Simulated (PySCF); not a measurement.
# C3H7NSi2: the cost of one run

Computed with PySCF 2.14.0, with density-fitted response routines of our own, on a single molecule in the gas phase. Atoms count from 0, in the outputs and in this text.

### Step 1. The starting structure

13 atoms, charge 0, multiplicity 1; geometry from: GFN2-xTB. The atoms were then displaced at random by about 0.01 Å, so the start is not that level's minimum.

Bonds of the start (Å): N0–C1 1.25, C1–Si2 1.90, Si2–C3 1.90, C3–C4 1.18, C4–Si5 1.85, N0–H6 1.02, C1–H7 1.07, Si2–H8 1.49, Si2–H9 1.46, Si5–H10 1.47, Si5–H11 1.45, Si5–H12 1.45.

### Step 2. Optimising the geometry at PBE0-D3(BJ)/def2-SVP

The job: settings as JSON, then the geometry in Å.

```
{"job": {"xc": "PBE0", "basis": "def2-SVP", "d3": "d3bj", "grid": 1, "shake": 0.01, "kind": "geom"}, "charge": 0, "multiplicity": 1}
N     -2.287640     0.893920    -1.007450
C     -2.630440     0.062640    -0.144200
Si    -1.504010    -0.963340     0.987540
C      0.269540    -0.442950     0.558150
C      1.331870    -0.064060     0.216560
Si     3.016090     0.525320    -0.277120
H     -1.293470     1.071040    -1.112700
H     -3.684430    -0.084410    -0.047490
H     -1.782190    -0.620340     2.410970
H     -1.686780    -2.385300     0.713300
H      3.660460     1.096040     0.912860
H      2.861460     1.525570    -1.322070
H      3.735360    -0.631020    -0.777290
```

Launch:

```sh
$ OMP_NUM_THREADS=1 python probes_run.py task.json out
```

One launch serves the whole session: the jobs run in the order shown.

Q: Estimate the wall time and peak memory of this first job on 1 thread of Arm Neoverse N1, shared host.

About 99 s, with a peak of 0.53 GiB.
